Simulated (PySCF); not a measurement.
**WNCl: a ladder of methods**

How much do the numbers for WNCl (triplet) hang on the method? All levels run at one geometry, the PBE0 minimum.

Method: several methods, basis W def2-TZVP with ECP60, N def2-TZVP, Cl def2-TZVP, scalar-relativistic core potentials, no spin–orbit coupling, density fitting; program: PySCF 2.14.0.

## 1. Starting geometry

3 atoms, charge 0, spin multiplicity 3.

Bond lengths: W1–N2 1.655 Å, W1–Cl3 2.270 Å. Angles: N2–W1–Cl3 108.8°.

```xyz
3
charge 0 multiplicity 3
W     0.0012    0.2167   -0.2400
N    -0.0054   -0.9767   -1.3864
Cl   -0.0042   -0.7456    1.8164
```

## 2. PBE0

One driver script runs all steps and calls PySCF; scf.py shows the equivalent input of each level. Each SCF starts from the density of the minimum. The driver also runs the species with one electron less or more at the same geometry (cation multiplicity 2, anion multiplicity 4); their logs are not shown.

scf.py

```python
from pyscf import gto, scf, dft
mol = gto.M(atom='''
W      0.001209     0.216656    -0.239976
N     -0.005450    -0.976656    -1.386361
Cl    -0.004161    -0.745576     1.816409''',
    basis={'W': 'def2-TZVP', 'N': 'def2-TZVP', 'Cl': 'def2-TZVP'},
    ecp={'W': 'def2-TZVP'},
    charge=0, spin=2)
mf = dft.UKS(mol, xc='PBE0')
mf.grids.atom_grid = (75, 302)
aux = {'W': 'def2-universal-JKFIT', 'N': 'def2-universal-JKFIT', 'Cl': 'def2-universal-JKFIT'}
mf = mf.density_fit(auxbasis=aux)
mf.kernel()
```

## 3. HF

scf.py, as its differences from that of step 2:

```diff
@@ -9,2 +9 @@
-mf = dft.UKS(mol, xc='PBE0')
-mf.grids.atom_grid = (75, 302)
+mf = scf.UHF(mol)
```

## 4. MP2

scf.py, as its differences from that of step 3:

```diff
@@ -12,0 +13,2 @@
+from pyscf.mp import dfump2
+dfump2.DFUMP2(mf, frozen=6).kernel()  # the driver gives MP2 a fitting basis of its own (RI)
```

## 5. PBE

scf.py, as its differences from that of step 4:

```diff
@@ -9 +9,2 @@
-mf = scf.UHF(mol)
+mf = dft.UKS(mol, xc='PBE')
+mf.grids.atom_grid = (75, 302)
@@ -13,2 +13,0 @@
-from pyscf.mp import dfump2
-dfump2.DFUMP2(mf, frozen=6).kernel()  # the driver gives MP2 a fitting basis of its own (RI)
```

(Steps that only read results are left out.)

**Question.** What will these runs give? Wanted: atomisation energy, range; vertical ionisation energy, range; vertical electron affinity, range; gap, range.

As calculated:

| quantity | value |
| --- | --- |
| atomisation energy, range | 445 (HF) to 1115 (PBE) kJ/mol |
| vertical ionisation energy, range | 8.25 (HF) to 9.00 (MP2) eV |
| vertical electron affinity, range | 1.37 (HF) to 2.10 (MP2) eV |
| gap, range | 0.98 (PBE) to 9.02 (HF) eV |

**Reading.** The atomisation energy spreads over 670 kJ/mol, from HF to PBE; without a CCSD(T) value for it there is no yardstick here. Spin contamination is strong in at least one of the open-shell species at HF, MP2. Without diffuse functions electron affinities tend to come out too low. Other spin states or occupations of the open shell can lie lower. A two-component treatment could change these values noticeably.
